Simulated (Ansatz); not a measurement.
# Co (Cobalt): the cost of one run

Method: DFT LDA, with the methods named in each step, in Ansatz 0.2.0.

## (1) The structure to begin with

It takes space group P6_3/mmc (No. 194, hexagonal). The conventional cell has a = 2.507 Å, b = 2.507 Å, c = 4.070 Å, α = 90.00°, β = 90.00°, γ = 120.00°. Around Co (site symmetry -6m2) lie 12 Co at 2.50 to 2.51 Å.

As a file:

```cif
data_structure
_symmetry_space_group_name_H-M 'P6_3/mmc'
_symmetry_Int_Tables_number 194
_cell_length_a 2.5074
_cell_length_b 2.5074
_cell_length_c 4.0699
_cell_angle_alpha 90.000
_cell_angle_beta 90.000
_cell_angle_gamma 120.000
_cell_volume 22.16
loop_
_atom_site_label
_atom_site_type_symbol
_atom_site_symmetry_multiplicity
_atom_site_Wyckoff_symbol
_atom_site_fract_x
_atom_site_fract_y
_atom_site_fract_z
_atom_site_occupancy
Co1 Co 2 c 0.33333 0.66667 0.25000 1
```

The file gives the conventional cell by its symmetry; the runs use the cell typed in the input.

Where an Elk run is restarted with further inputs, its INFO.OUT and LSJ.OUT are those of the last start.

Elk's input and logs are in atomic units (hartree, bohr).

Atoms are numbered in the order of the input: Co1, Co2.

## (2) Collinear moments, PAW

File input.yaml:

```yaml
crystal:
  lattice:
    - [2.5074, 0.0, 0.0]
    - [-1.2537, 2.1714720974, 0.0]
    - [0.0, 0.0, 4.0699]
  atoms:
    - { symbol: Co, position: [0.3333333333, 0.6666666667, 0.25], spin: 2.0 }
    - { symbol: Co, position: [0.6666666667, 0.3333333333, 0.75], spin: 2.0 }
magnetization:
  spin_polarized: true
kpoints:
  mp_grid: { grid: [13, 13, 7] }
scf:
  occupations: { method: fermi_dirac, width: 0.08 }
  lower_state_search: "off"
hamiltonian:
  xc: lda
  pseudopotentials: { kind: paw }
output:
  forces: true
  stress: true
  eigenvalues: true
  write_density: true
  write_potential: true
  elf: true
  volumetric_format: npy
```

Command:

```sh
ansatz run input.yaml --threads 2 --pin off --max-ram 3072MiB --backend cpu --events-out ev --progress --plain --runs-dir out
```

What time and memory should one allow on 2 threads of Arm Neoverse V1, shared host?

About 4.5 s, with a peak of 0.32 GiB.
